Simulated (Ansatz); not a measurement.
# GePdF4: the cost of one run

Method: DFT PBE, scalar-relativistic, plane waves, PAW, in Ansatz 0.2.0.

## Step 1: The system as given

The structure is tetragonal, space group P4mm (No. 99). The conventional cell has a = 4.315 Å, b = 4.315 Å, c = 4.645 Å, α = 90.00°, β = 90.00°, γ = 90.00°. Ge (site symmetry 4mm) has 4 F at 1.52 Å as nearest neighbours. Pd (site symmetry 4mm) has 8 F at 2.94 to 2.95 Å and 4 Ge at 3.38 Å as nearest neighbours. F (site symmetry m) has 1 Ge at 1.52 Å as nearest neighbours.

Coordinates:

```
CELL_PARAMETERS angstrom
4.31476 0.00000 0.00000
0.00000 4.31476 0.00000
0.00000 0.00000 4.64513
ATOMIC_POSITIONS crystal
Ge 0.00000 0.00000 0.75000
Pd 0.50000 0.50000 0.43884
F 0.79610 0.79610 0.93964
F 0.20390 0.20390 0.93964
F 0.20390 0.79610 0.93964
F 0.79610 0.20390 0.93964
```

The cell is invented: random cell by space group and Wyckoff sites (P4mm, No. 99). Lengths come from tabulated atomic sizes and are only a guess.

## Step 2: The guess as it stands, on a coarse mesh

File input.yaml:

```yaml
crystal:
  lattice:
    - [4.31476429, 0.0, 0.0]
    - [0.0, 4.31476429, 0.0]
    - [0.0, 0.0, 4.64512974]
  atoms:
    - { symbol: Ge, position: [0.0, 0.0, 0.750001] }
    - { symbol: Pd, position: [0.5, 0.5, 0.43883886] }
    - { symbol: F, position: [0.79609597, 0.79609597, 0.93964153] }
    - { symbol: F, position: [0.20390403, 0.20390403, 0.93964153] }
    - { symbol: F, position: [0.20390403, 0.79609597, 0.93964153] }
    - { symbol: F, position: [0.79609597, 0.20390403, 0.93964153] }
basis:
  ecutwfc: 420
kpoints:
  mp_grid: { grid: [4, 4, 4] }
hamiltonian:
  xc: pbe
scf:
  occupations: { method: gaussian, width: 0.1 }
  lower_state_search: "off"
output:
  forces: true
  stress: true
  eigenvalues: true
```

Command:

```sh
$ ansatz run input.yaml --threads 1 --pin off --max-ram 2560MiB --backend cpu --events-out ev --progress --plain --runs-dir out
```

What time and memory should one allow on 1 thread of Intel Xeon Platinum 8259CL at 2.50GHz (Skylake/Cascade Lake), shared host?

About 4.8 s, with a peak of 0.4 GiB.
